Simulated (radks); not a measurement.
# Exchange and kinetic functionals tested on atomic densities: V¹²⁺, Li⁺, Rh⁴⁺, Mn²⁺, S⁺, Ba²⁺

One table from this session's results is given with a row withheld; the runs are named, their logs left out.

The numbers are computed with radks (a radial shooting solver on a logarithmic mesh, Libxc functionals) version 1 (non-relativistic Kohn-Sham, exchange-only PBE, spin-polarised, spherical densities, point nucleus; open shells are filled with parallel spins first), except any that are marked as measured or tabulated.

## What is computed

* species: V¹²⁺ ([Ne] 3s1), Li⁺ ([He]), Rh⁴⁺ ([Kr] 4d5), Mn²⁺ ([Ar] 3d5), S⁺ ([Ne] 3s2 3p3), Ba²⁺ ([Xe])

The first run:

Settings of this run:

```text
Z 23
configuration [Ne] 3s1
relativity non-relativistic
functional pbe,
spin polarised
nucleus point
```

Among the steps run: V¹²⁺, [Ne] 3s1.

One of the session's tables, all rows but one given; the rest of the session is left out.

It belongs to the step «V¹²⁺, [Ne] 3s1». From the orbitals of this run (lengths in bohr):

```
  level      <r>  outermost maximum (interpolated)  90 % within  nodes
  1s up  0.06701                            0.0441        0.119      0
1s down  0.06701                            0.0441        0.119      0
  2s up   0.3072                             0.256        0.475      1
2s down   0.3069                             0.256        0.475      1
  2p up        ?                                 ?            ?      ?
2p down   0.2703                             0.207        0.442      0
  3s up   0.8011                             0.746         1.16      2
3s down   0.7968                             0.741         1.16      2
```

Q: Estimate the row for 2p up from the others.

As computed: <r>: 0.2705; outermost maximum (interpolated): 0.207; 90 % within: 0.443; nodes: 0. In the column «<r>» it lies between 2p down (0.2703) and 2s down (0.3069).
